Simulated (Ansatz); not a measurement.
# GaBPH (singlet): the correlation ladder at a displaced geometry (v2), cc-pVDZ

One table from this session's results is given with a row withheld; the runs are named, their logs left out.

Program: Ansatz 0.2.0, Gaussian basis. Level of theory: cc-pVDZ, core rule «outside noble gas», up to 20 orbitals frozen. These are calculated values, not measurements.

To be run: UHF; CCSD(T) on RHF; CCSD(T) on UHF; BCCD(T) on RHF; CISD; CCSDT(Q) on RHF; CCSDT(Q) on UHF; CASSCF and MRCISD+Q, 8 electrons in 8 orbitals; CASSCF and NEVPT2, 8 electrons in 8 orbitals.

20 further runs of the same task are left out: 1 for a known fault of the program, 7 that didn't finish, 12 set aside as unsound or not needed.

### The geometry

The geometry is a PBE0/def2-TZVP stationary point (not a proven minimum) with its atoms shifted at random (size 0.100 Å). No spin-orbit coupling is included. The filled d shell of Ga may be among the frozen orbitals whatever the setting's name suggests; the logs give the count.

4 atoms, charge 0, spin multiplicity 1.

Atoms are counted from 1 here; the program's logs count them from 0.

Bond lengths: B1–P2 1.902 Å, P2–Ga3 2.481 Å, P2–H4 1.291 Å. Angles: B1–P2–Ga3 102.2°, B1–P2–H4 82.2°, Ga3–P2–H4 90.1°.

Set-up of the first run:

in.yaml reads:

```yaml
crystal:
  periodic: [false, false, false]
  atoms:
    - {symbol: B, position_ang: [0.111364, -1.155810, 2.254588]}
    - {symbol: P, position_ang: [0.003379, 0.544017, 1.408015]}
    - {symbol: Ga, position_ang: [-0.000522, -0.066804, -0.996403]}
    - {symbol: H, position_ang: [-1.262213, 0.300558, 1.474620]}
basis:
  gaussian: {orbitals: cc-pVDZ}
magnetization: {spin_polarized: true, initial_magnetization: 0}
hamiltonian: {xc: hf}
output: {orbitals: {seedname: orbitals}}
```

Run with:

```
ansatz run in.yaml --threads 1 --pin off --events-out ev --progress --plain --max-ram 2393MiB
```

Steps of the session up to this table: UHF; CCSD(T) on RHF; CCSD(T) on UHF; BCCD(T) on RHF; CISD; CCSDT(Q) on RHF; CCSDT(Q) on UHF; CASSCF and MRCISD+Q, 8 electrons in 8 orbitals; CASSCF and NEVPT2, 8 electrons in 8 orbitals.

One of the session's tables, all rows but one given; the rest of the session is left out.

```
           method  from RCCSDT(Q) (meV)
              RHF               +7702.5
              UHF               +7586.5
             RMP2               +1616.8
             UMP2               +1797.8
             CISD               +1274.2
            RCCSD                     ?
            UCCSD                +397.3
         RCCSD(T)                 +70.5
         UCCSD(T)                 +80.2
          BCCD(T)                 +64.2
           RCCSDT                 +28.2
           UCCSDT                 +30.2
        RCCSDT(Q)                     0
        UCCSDT(Q)                  -0.2
  CASSCF frontier               +5746.3
  MRCISD frontier                +744.3
MRCISD+Q frontier                +125.2
```

**Question.** Estimate the row for RCCSD.

The run gave: from RCCSDT(Q) (meV): +386.2. In the column «from RCCSDT(Q) (meV)» it lies between MRCISD+Q frontier (+125.2) and UCCSD (+397.3).

Not comparable, so not listed: CASSCF and NEVPT2, 8 electrons in 8 orbitals (they don't share determinant, frozen orbitals or solution with the rows shown, or repeat one).

To keep in mind: Restricted and unrestricted rows rest on different reference determinants; where their highest levels disagree by more than a few hundredths of an eV, they describe different states and don't form one ladder. Warnings in the runs' records: passed over end.
